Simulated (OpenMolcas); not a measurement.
**Cr⁴⁺ among point charges: CASSCF and CASPT2 levels and susceptibility**

Aim: the splitting of the states of Cr⁴⁺ in the field of 6 point charges, its lowest levels with spin-orbit coupling and its magnetic susceptibility.

Program: OpenMolcas 26.06. Level of theory: state-averaged CASSCF and CASPT2, spin-orbit coupling by RASSI with atomic mean-field integrals. These are calculated values, not measurements, unless marked.

**1. Starting point**

```
Species                           : Cr⁴⁺ (chromium, Z = 24, 20 electrons)
Basis                             : ANO-RCC-VDZP [5s4p2d1f], 34 functions
Scalar Hamiltonian                : DKH2, point nucleus
Inactive shells                   : 1s 2s 2p 3s 3p
Active space                      : 2 electrons in 5 orbitals (3d)
Some configurations of this space : 3d2
Orbitals                          : optimised for each spin and parity, averaged over all roots
```

The outer shells:

3d2
```
3d [↑ ][↑ ][  ][  ][  ]
```

The ion sits among 6 point charges of -1.5 e arranged as a tetragonal octahedron (D4h), 1.76 Å from the ion, with the axial distance 1.619 Å.

Each step is its own input file, run in one work folder so that later steps find the files of earlier ones. Labels, J, g values, rates, χT and fits are worked out afterwards by a script from the matrices that RASSI stores. The input lists half of the charges; inversion (Group=XYZ) makes the rest.

**2. GATEWAY and SEWARD: basis and integrals**

The input, a.inp:

```
&GATEWAY
Coord
1

Cr 0.0 0.0 0.0
Basis=ANO-RCC-VDZP
Group=XYZ
NoMove
AngMom=0.0 0.0 0.0
AMFI
XField
3 Angstrom 0
1.760000 0.000000 0.000000 -1.500000
0.000000 1.760000 0.000000 -1.500000
0.000000 0.000000 1.619200 -1.500000
&SEWARD
```

Started as:

```
$ OMP_NUM_THREADS=1 MOLCAS_MEM=1689 MOLCAS_PROJECT=a pymolcas a.inp > a.log
```

**3. CASSCF: triplets of even parity, 10 roots**

The input, a.inp:

```
&RASSCF
FileOrb=start.orb
Symmetry=1
Spin=3
nActEl=2 0 0
Inactive=3 6
Ras2=5 0
CIRoot=10 10 1
SDav=10
CIMx=300
Iter=120 100
PrWF=0.3
OrbListing=Nothing
MaxOrb=0
>>> COPY $Project.JobIph JOB001
```

start.orb holds the contracted functions of the basis, ordered by shell, or the orbitals of the step before.

**4. Reference wave functions, singlets of even parity, 15 roots**

The input, a.inp:

```
&RASSCF
FileOrb=start.orb
Symmetry=1
Spin=1
nActEl=2 0 0
Inactive=3 6
Ras2=5 0
CIRoot=15 15 1
SDav=15
CIMx=300
Iter=120 100
PrWF=0.3
OrbListing=Nothing
MaxOrb=0
>>> COPY $Project.JobIph JOB002
```

**5. State interaction with spin-orbit coupling**

The input, a.inp:

```
&RASSI
NrOfJobIphs=2 10 15
1 2 3 4 5 6 7 8 9 10
1 2 3 4 5 6 7 8 9 10 11 12 13 14 15
IphNames
JOB001
JOB002
EJob
SpinOrbit
DIPRint=1.0
SOCoupling=1000.0
Subsets=2
Property=9
'ANGMOM' 1 'ANGMOM' 2 'ANGMOM' 3 'MLTPL  1' 1 'MLTPL  1' 2 'MLTPL  1' 3
'AMFI' 1 'AMFI' 2 'AMFI' 3
SOProperty=3
'ANGMOM' 1 'ANGMOM' 2 'ANGMOM' 3
```

**6. CASPT2: IPEA 0.25, imaginary shift 0.1 (closed shells correlated: 3s 3p)**

The input, a.inp:

```
>>> COPY JOB001 $Project.JobIph
&CASPT2
Multistate=10 1 2 3 4 5 6 7 8 9 10
NoMult
Frozen=2 3
IPEA=0.25
Imaginary=0.1
MaxIter=60
WThr=0.0 0.3 0.05
PrWF=0.5
NoMix
>>> COPY JOB002 $Project.JobIph
&CASPT2
Multistate=15 1 2 3 4 5 6 7 8 9 10 11 12 13 14 15
NoMult
Frozen=2 3
IPEA=0.25
Imaginary=0.1
MaxIter=60
WThr=0.0 0.3 0.05
PrWF=0.5
NoMix
```

(Steps that only read results are left out.)

**Question.** What will these runs give? Wanted: spin-free ground state; first state of the same spin within the active space; lowest level; next level.

**Answer**, as computed:

```
                                            quantity                                                                        value
                                              method  SS-CASPT2, IPEA 0.25, imaginary shift 0.1 (closed shells correlated: 3s 3p)
                              spin-free ground state                                               3E, 2-fold in its orbital part
first state of the same spin within the active space                                                              3A2 at 988 cm⁻¹
                                        lowest level                                                                    1-fold B1
                                          next level                                                                    29.8 cm⁻¹
                                         χT at 300 K                                                               0.61 cm³ K/mol
                           effective moment at 300 K                                                                      2.22 μB
```

Cost by method:

```csv
method,time of its own steps,time with the reference
A. CASSCF,8.5 s,8.5 s
"B. SS-CASPT2, IPEA 0.25, imaginary shift 0.1, +3s 3p",1.9 s,10 s
```

Times are of one thread on a shared host.

In words: The spin-free ground state (3E) comes to 99 % from free-ion F terms and keeps the highest spin of the shell. χT at 300 K is 0.61, against 1.00 cm³ K/mol for the spin alone, so spin-orbit coupling lowers it. The field of point charges can differ much from that of real complexes. Point charges carry no covalency, so the field is a model and not that of real ligands.
